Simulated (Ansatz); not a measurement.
# ZrB2 (P6/mmm): the volume at zero pressure

Aim: the volume at which the pressure of ZrB2 (P6/mmm) vanishes.

Computed with Ansatz 0.2.0 (DFT PBE, scalar-relativistic, plane waves, PAW, unless a step's input says otherwise).

## (1) The starting structure

The structure is hexagonal, space group P6/mmm (No. 191). The conventional cell has a = 3.170 Å, b = 3.170 Å, c = 3.533 Å, α = 90.00°, β = 90.00°, γ = 120.00°. Around Zr (site symmetry 6/mmm) lie 12 B at 2.54 Å. B (site symmetry -6m2) has 3 B at 1.83 Å and 6 Zr at 2.54 Å as nearest neighbours.

As a file:

```xyz
3
Lattice="3.1700 0.0000 0.0000 -1.5850 2.7453 0.0000 0.0000 0.0000 3.5330" Properties=species:S:1:pos:R:3 pbc="T T T"
Zr    0.0000    0.0000    0.0000
B     0.0000    1.8302    1.7665
B     1.5850    0.9151    1.7665
```

## (2) First run, at the start cell

input.yaml

```yaml
crystal:
  lattice:
    - [3.17, 0.0, 0.0]
    - [-1.585, 2.74530053, 0.0]
    - [0.0, 0.0, 3.533]
  atoms:
    - { symbol: Zr, position: [0.0, 0.0, 0.0] }
    - { symbol: B, position: [0.3333333333, 0.6666666667, 0.5] }
    - { symbol: B, position: [0.6666666667, 0.3333333333, 0.5] }
basis:
  ecutwfc: 420
  ecutrho_ratio: 4
kpoints:
  mp_grid: { grid: [14, 14, 12] }
hamiltonian:
  xc: pbe
scf:
  occupations: { method: gaussian, width: 0.05 }
output:
  forces: true
  stress: true
  eigenvalues: true
relax:
  f_tol: 0.01
  max_steps: 40
  cell: { stress_tol: 0.1, fix: [volume] }
```

Command:

```console
$ ansatz run input.yaml --threads 4 --pin off --max-ram 10240MiB --backend cpu --events-out ev --progress --plain --runs-dir out
```

Q: Predict the outcome of this session. Wanted: volume; pressure; conventional cell; gap on the mesh.

The runs gave:

| quantity | value |
| --- | --- |
| volume | 10.249 Å³/atom |
| pressure | 0.79 GPa |
| conventional cell | a = 3.168 Å, b = 3.168 Å, c = 3.538 Å, α = 90.00°, β = 90.00°, γ = 120.00° |
| gap on the mesh | none (metal) |

The volume stayed at 10.25 Å³/atom (+0.0 %), where 0.79 GPa is left. That is not yet zero pressure.
